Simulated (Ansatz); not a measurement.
# MoS2, space group P-3m1: a convergence test of the k-point mesh

Program: Ansatz's Python interface.

Interactive session:
```pycon
>>> import warnings
>>> import ansatz as az
>>> import numpy as np
>>> warnings.simplefilter("ignore", az.DeckWarning)
>>> vectors = np.array([
...     [3.22746456, 0.0, 0.0],
...     [-1.61373228, 2.7950663, 0.0],
...     [0.0, 0.0, 6.31247342],
... ])
>>> crystal = (
...     az.Lattice.of(vectors)
...     .atom("Mo", (0.0, 0.0, 0.5))
...     .atom("S", (1 / 3, 2 / 3, 0.25531932))
...     .atom("S", (2 / 3, 1 / 3, 0.74468068))
... )
>>> base = (
...     crystal.calculation()
...     .basis(37 * az.Ry)
...     .occupations("fermi_dirac", width=0.05)
...     .functional(az.Functional.R2SCAN)
... )
>>> rows = []
>>> for value in [0.9, 0.7, 0.55, 0.45, 0.35]:
...     data = base.kpoints(spacing=value).run().report
...     rows.append((value, data["free_energy_ev"] / len(data["lattice"]["sites"]), data["n_iterations"], data["n_kpoints"]))
...
>>> print("spacing (1/A)   F/atom (eV)    iterations      k-points")
spacing (1/A)   F/atom (eV)    iterations      k-points
>>> for row in rows:
...     print(f"{str(row[0]):>12s}  {row[1]:12.5f}  {row[2]:12d}  {row[3]:12d}")
...
         0.9   -2260.48362             7             6
         0.7   -2260.39788             8             8
        0.55   -2260.42371             7            10
        0.45   -2260.42719             7            12
        0.35   -2260.42674             6            20
>>> for row in rows[:-1]:
...     shift = 1000 * (row[1] - rows[-1][1])
...     print(f"{row[0]}: {shift:+.2f} meV/atom" + ("  (within 5 meV)" if abs(shift) < 5 else ""))
...
0.9: -56.88 meV/atom
0.7: +28.86 meV/atom
0.55: +3.03 meV/atom  (within 5 meV)
0.45: -0.45 meV/atom  (within 5 meV)
```

From a spacing of 0.55 (5×5×2) on it stays within 5 meV an atom of the value at a spacing of 0.35 (7×7×3); the first row (a spacing of 0.9 (3×3×2)) is off by 56.9 meV and the last but one by 0.45 meV. This holds for F at a smearing of 0.05 eV; a narrower one needs a denser mesh. It goes up and down, since the sum over k-points isn't variational.

The run is spin-unpolarised. This cell is a computed structure, which may not be the phase found in nature. Shifts are counted from the finest mesh, which is itself no proven limit. Hardware and time: 9.2 s on 1 thread of Arm Neoverse V2, on a shared host, peak memory 0.45 GiB.
